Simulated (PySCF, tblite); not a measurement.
# C₆H₅FOSe: excited states, first hyperpolarisability

Aim: compute the excited states, first hyperpolarisability of C₆H₅FOSe (`CC(=O)c1ccc(F)[se]1`).

Programs: tblite 0.8.0 and PySCF 2.14.0, with routines of our own; each step states its level. All values are computed. Atoms count from 0.

### Step 1. The system as given

14 atoms, charge 0, multiplicity 1; geometry from: force field or distance geometry start.

### Step 2. Optimising the geometry with GFN2-xTB

Job settings and geometry (Å):

```
{"job": {"kind": "relax", "xc": "GFN2-xTB", "basis": "xTB"}, "charge": 0, "multiplicity": 1}
C     -2.403400     0.095400     0.274200
C     -1.366100    -0.903300     0.521700
O     -1.680800    -2.075600     0.828400
C      0.079900    -0.585600     0.446200
C      0.615400     0.617900     0.156700
C      1.935700     0.784300     0.107500
C      2.778100    -0.250700     0.370600
F      4.162600    -0.201100     0.369200
Se     1.586700    -1.813300     0.766400
H     -3.420200    -0.341300     0.338600
H     -2.291200     0.892700     1.042900
H     -2.306400     0.512700    -0.760300
H     -0.088000     1.479500    -0.059000
H      2.397200     1.788000    -0.145400
```

On the command line:

```
OMP_NUM_THREADS=1 python excited_run.py task.json out
```

One launch serves the whole session: the jobs run in the order shown.

Log:

```text
step      E/eV     max force
  0    -742.79806    5.425
  1    -743.19220    3.650
  2    -743.33617    1.540
  3    -743.42890    0.910
  4    -743.51220    1.099
  5    -743.57464    0.705
  6    -743.60949    0.630
  7    -743.66502    0.472
  8    -743.68398    0.359
  9    -743.70782    0.383
 10    -743.72430    0.333
 11    -743.73629    0.236
 12    -743.74107    0.207
 13    -743.74362    0.181
 14    -743.74626    0.196
 15    -743.74956    0.214
 16    -743.75287    0.164
 17    -743.75549    0.128
 18    -743.75730    0.111
 19    -743.75857    0.087
 20    -743.75959    0.081
 21    -743.76071    0.095
 22    -743.76210    0.118
 23    -743.76380    0.124
 24    -743.76573    0.125
 25    -743.76782    0.115
 26    -743.76993    0.125
 27    -743.77147    0.089
 28    -743.77219    0.061
 29    -743.77249    0.036
 30    -743.77263    0.024
 31    -743.77272    0.021
 32    -743.77277    0.014
 33    -743.77279    0.009
```

It took 0.28 s on 1 thread of Intel Xeon at 2.60GHz, shared host.

Along the way: (not every step is listed)

```csv
step,energy from step 0 (eV),largest force (eV/Å)
0,0.0000,5.4254
1,-0.3941,3.6501
2,-0.5381,1.5403
3,-0.6308,0.9097
4,-0.7141,1.0990
5,-0.7766,0.7055
6,-0.8114,0.6300
7,-0.8670,0.4718
8,-0.8859,0.3587
10,-0.9262,0.3331
12,-0.9430,0.2067
14,-0.9482,0.1964
16,-0.9548,0.1642
18,-0.9592,0.1111
20,-0.9615,0.0810
22,-0.9640,0.1180
24,-0.9677,0.1254
26,-0.9719,0.1254
28,-0.9741,0.0611
29,-0.9744,0.0364
30,-0.9746,0.0242
31,-0.9747,0.0215
32,-0.9747,0.0142
33,-0.9747,0.0094
```

Close pairs (by a distance rule), those that changed most:

```
  bond  before (Å)  after (Å)  change (Å)
C6–Se8       2.004      1.858      -0.147
C3–Se8       1.970      1.879      -0.091
 C4–C5       1.332      1.408      +0.076
C5–H13       1.133      1.076      -0.058
C4–H12       1.133      1.076      -0.057
 C6–F7       1.385      1.332      -0.053
 C0–C1       1.461      1.504      +0.043
 C1–O2       1.252      1.215      -0.037
```

The final coordinates are the input of the step that follows.

### Step 3. Infrared spectrum with GFN2-xTB

Job settings and geometry (Å):

```
{"job": {"kind": "ir", "xc": "GFN2-xTB", "basis": "xTB"}, "charge": 0, "multiplicity": 1}
C     -2.399246     0.029392     0.291328
C     -1.271091    -0.935679     0.532191
O     -1.436045    -2.103895     0.822894
C      0.085442    -0.426740     0.409342
C      0.590598     0.809411     0.103436
C      1.996204     0.883474     0.088534
C      2.592582    -0.304909     0.386648
F      3.910664    -0.490628     0.433634
Se     1.422845    -1.705948     0.734006
H     -3.349884    -0.485395     0.398722
H     -2.342462     0.843672     1.010475
H     -2.320060     0.447337    -0.709695
H     -0.031405     1.661588    -0.109915
H      2.551181     1.777846    -0.133742
```

Log:

```text
mode    cm-1     km/mol
  1      73.1      4.69
  2      94.1      2.06
  3     120.6      1.04
  4     126.0      7.27
  5     267.6      1.63
  6     269.6      7.80
  7     296.1      1.63
  8     354.6      3.16
  9     405.2      0.24
 10     497.5      0.33
 11     544.8     19.68
 12     581.3      6.71
 13     588.4     33.09
 14     601.3      1.16
 15     678.2      1.40
 16     796.4     35.04
 17     840.6      0.48
 18     933.4     26.56
 19     991.8     17.87
 20    1003.5     24.98
 21    1067.5     79.71
 22    1140.9     76.97
 23    1175.9     31.71
 24    1236.8    152.82
 25    1333.1     17.43
 26    1364.5     34.97
 27    1450.4     16.61
 28    1455.0     12.73
 29    1457.7    422.59
 30    1548.0      5.57
 31    1692.7    263.56
 32    3029.1      7.91
 33    3033.6      4.12
 34    3061.2      6.38
 35    3116.7      5.69
 36    3130.2      6.36
```

Run time: 0.55 s. Hardware: 1 thread of Intel Xeon at 2.60GHz, shared host.

Which atoms move in the most intense modes:

```
cm⁻¹  km/mol                                 atoms
 588    33.1   C6 34 %, F7 24 %, C5 17 %, Se8 10 %
 796    35.0                    H13 43 %, H12 38 %
1068    79.7           H13 29 %, H12 24 %, C5 10 %
1141    77.0            C6 45 %, H13 26 %, F7 13 %
1237   152.8                      C1 48 %, C3 15 %
1364    35.0  H10 29 %, H11 28 %, H9 22 %, C0 21 %
1458   422.6    C3 27 %, C6 26 %, C4 21 %, C5 20 %
1693   263.6                      C1 61 %, O2 37 %
```

### Step 4. Excited states: TDA PBE0/aug-cc-pVDZ

Settings changed since step 3:

```diff
@@ -1,2 +1,2 @@
-{"job": {"kind": "ir", "xc": "GFN2-xTB", "basis": "xTB"}, "charge": 0, "multiplicity": 1}
+{"job": {"kind": "states", "xc": "PBE0", "basis": "aug-cc-pVDZ", "tda": true, "soc": true, "nstates": 5, "ntriplets": 6, "nquad": 4}, "charge": 0, "multiplicity": 1}
 C     -2.399246     0.029392     0.291328
```

Level: TDA PBE0/aug-cc-pVDZ excited states, vertical, gas phase, spin-orbit mean-field couplings.

Log:

```text
coarse grid: 61256 points
cycle   1  E = -2807.3768552261  dE =  9.063e-01  |g| = 8.682e-01  |ddm| = 1.482e+01
cycle   2  E = -2806.7055929872  dE =  6.713e-01  |g| = 1.939e+00  |ddm| = 5.976e+00
cycle   3  E = -2807.5247785703  dE = -8.192e-01  |g| = 2.332e-01  |ddm| = 4.317e+00
cycle   4  E = -2807.5338465126  dE = -9.068e-03  |g| = 1.307e-01  |ddm| = 8.399e-01
cycle   5  E = -2807.5376291965  dE = -3.783e-03  |g| = 4.136e-02  |ddm| = 3.815e-01
cycle   6  E = -2807.5381333357  dE = -5.041e-04  |g| = 1.091e-02  |ddm| = 1.307e-01
cycle   7  E = -2807.5381583076  dE = -2.497e-05  |g| = 4.615e-03  |ddm| = 3.376e-02
cycle   8  E = -2807.5381621609  dE = -3.853e-06  |g| = 1.481e-03  |ddm| = 1.288e-02
final grid: 130000 points
cycle   9  E = -2807.5382077612  dE =  1.698e-06  |g| = 2.918e-03  |ddm| = 2.619e-02
cycle  10  E = -2807.5381989242  dE =  8.837e-06  |g| = 6.365e-03  |ddm| = 2.035e-02
cycle  11  E = -2807.5382101358  dE = -1.121e-05  |g| = 2.642e-04  |ddm| = 1.414e-02
cycle  12  E = -2807.5382101525  dE = -1.664e-08  |g| = 4.648e-05  |ddm| = 9.178e-04
cycle  13  E = -2807.5382101529  dE = -4.557e-10  |g| = 2.328e-05  |ddm| = 1.426e-04
converged SCF energy = -2807.5382101529

Singlet excitations
state   eV       nm        f     d(h-e)  d(exc)  Lambda  PR(NTO)  |dmu|/D   mu/D   main configurations
  1   3.8850   319.1   0.00037   1.437   2.964   0.444   1.004    3.198    3.692   H-2->L 0.95
  2   4.5785   270.8   0.16010   0.928   3.142   0.659   1.180    2.226    4.279   H->L 0.56, H-1->L 0.36
  3   4.9211   251.9   0.16438   1.090   3.188   0.632   1.182    2.653    3.972   H-1->L 0.57, H->L 0.34
  4   5.3970   229.7   0.00020   1.369   3.189   0.376   1.006    3.397    6.607   H->L+1 0.90
  5   5.6520   219.4   0.00073   0.633   2.794   0.435   1.005                     H-1->L+1 0.88

Triplet excitations (Tamm-Dancoff)
state   eV     d(h-e)  d(exc)  Lambda  PR(NTO)   main configurations
  1   2.8920   0.446   2.872   0.721   1.037   H->L 0.94
  2   3.4182   1.299   2.837   0.441   1.005   H-2->L 0.91
  3   3.6768   0.783   2.944   0.600   1.011   H-1->L 0.95
  4   4.9891   0.206   2.677   0.725   1.462   H->L+3 0.74, H-4->L 0.17
  5   5.1172   1.278   3.079   0.376   1.017   H->L+1 0.83
  6   5.2189   0.530   2.688   0.425   1.023   H-1->L+1 0.79, H-1->L+2 0.08
S1 - T1 = 0.9930 eV

Spin-orbit couplings |<S|Hso|T>| (cm-1)
             T1       T2       T3       T4       T5       T6
S0        2.282   41.572    0.862    4.072  122.335  601.743
S1       13.356    0.478   93.200   26.998    0.976    5.749
S2        0.319   79.436    1.233    0.916   84.671  195.639
S3        0.307   63.910    1.123    0.868  143.289  166.066
S4      177.165    0.255   20.977   77.590    1.338    8.682
S5       14.133    1.475  167.877   17.756    6.938    0.454
T1 sublevels (cm-1): 0.000 0.008 0.372   radiative rates (1/s): 0.333 0.199 0.884
```

Run time: 65 s. Hardware: 1 thread of Intel Xeon at 2.60GHz, shared host; peak memory 1.2 GiB.

From this job:

```
  quantity    value
S1 less T1  0.99 eV
```

### Step 5. First hyperpolarisability: quadratic response CAM-B3LYP/aug-cc-pVDZ

Settings changed since step 4:

```diff
@@ -1,2 +1,2 @@
-{"job": {"kind": "states", "xc": "PBE0", "basis": "aug-cc-pVDZ", "tda": true, "soc": true, "nstates": 5, "ntriplets": 6, "nquad": 4}, "charge": 0, "multiplicity": 1}
+{"job": {"kind": "beta", "xc": "CAM-B3LYP", "basis": "aug-cc-pVDZ", "wavelengths": [1907, 1340]}, "charge": 0, "multiplicity": 1}
 C     -2.399246     0.029392     0.291328
```

Method: quadratic response CAM-B3LYP/aug-cc-pVDZ first hyperpolarisability, Taylor convention, gas phase.

Log:

```text
coarse grid: 61256 points
cycle   1  E = -2808.0083438375  dE =  1.145e+00  |g| = 9.405e-01  |ddm| = 1.702e+01
cycle   2  E = -2807.6427148141  dE =  3.656e-01  |g| = 1.677e+00  |ddm| = 6.724e+00
cycle   3  E = -2808.1985317671  dE = -5.558e-01  |g| = 1.368e-01  |ddm| = 4.178e+00
cycle   4  E = -2808.2011966362  dE = -2.665e-03  |g| = 9.056e-02  |ddm| = 6.051e-01
cycle   5  E = -2808.2029436084  dE = -1.747e-03  |g| = 1.861e-02  |ddm| = 2.603e-01
cycle   6  E = -2808.2030387605  dE = -9.515e-05  |g| = 7.256e-03  |ddm| = 7.886e-02
cycle   7  E = -2808.2030564501  dE = -1.769e-05  |g| = 3.538e-03  |ddm| = 3.229e-02
cycle   8  E = -2808.2030611625  dE = -4.712e-06  |g| = 1.281e-03  |ddm| = 1.508e-02
final grid: 130000 points
cycle   9  E = -2808.2030707418  dE = -3.306e-07  |g| = 1.569e-03  |ddm| = 1.611e-02
cycle  10  E = -2808.2030702106  dE =  5.311e-07  |g| = 2.305e-03  |ddm| = 1.054e-02
cycle  11  E = -2808.2030713865  dE = -1.176e-06  |g| = 2.388e-04  |ddm| = 6.154e-03
cycle  12  E = -2808.2030714056  dE = -1.914e-08  |g| = 9.882e-05  |ddm| = 8.692e-04
cycle  13  E = -2808.2030714140  dE = -8.386e-09  |g| = 6.427e-05  |ddm| = 7.794e-04
cycle  14  E = -2808.2030714154  dE = -1.360e-09  |g| = 8.894e-06  |ddm| = 2.474e-04
cycle  15  E = -2808.2030714154  dE = -2.456e-11  |g| = 3.386e-06  |ddm| = 3.961e-05
converged SCF energy = -2808.2030714154

Lowest singlets (eV, f): 4.0748 0.0004  4.4694 0.1569  4.8701 0.1060

First hyperpolarisability (au)
process     nm      |vector|   parallel      HRS      DR
static         -      510.31      13.73     222.92   4.253
shg       1907.0      563.96      16.65     245.29   4.332
eope      1907.0      527.18      14.66          -       -
shg       1340.0      630.04      20.16     272.76   4.422
eope      1340.0      545.49      15.65          -       -
```

Wall time 74 s (1 thread of Intel Xeon at 2.60GHz, shared host); peak memory 1.4 GiB.

### Step 6. What came out

```
                                                   quantity                                                value
                  strongest single infrared mode (GFN2-xTB)                                1458 cm⁻¹, 423 km/mol
                               zero-point energy (GFN2-xTB)                                        57.7 kcal/mol
                  S1 less T1 (step 4, TDA PBE0/aug-cc-pVDZ)                                              0.99 eV
β vector (step 5, quadratic response CAM-B3LYP/aug-cc-pVDZ)  static 510, SHG 1907.0 nm 564, SHG 1340.0 nm 630 au
```

All 36 modes are real, so the xTB geometry is a minimum. Unscaled tight-binding wavenumbers are off by several per cent, some by more. Its intensities can rank the bands wrongly. Scalar relativity is left out for the heavy atoms. In step 4, the number of triplets below S1 is 3, and the largest singlet-triplet spin-orbit coupling is S0–T6, 601.74 cm⁻¹. Steps that list no spin-orbit terms leave them out, which matters at and beside the heavy atoms. β grows from 510 au (static) to 630 au for doubling at 1340.0 nm: normal dispersion, which grows as twice the photon energy moves toward the bright states.
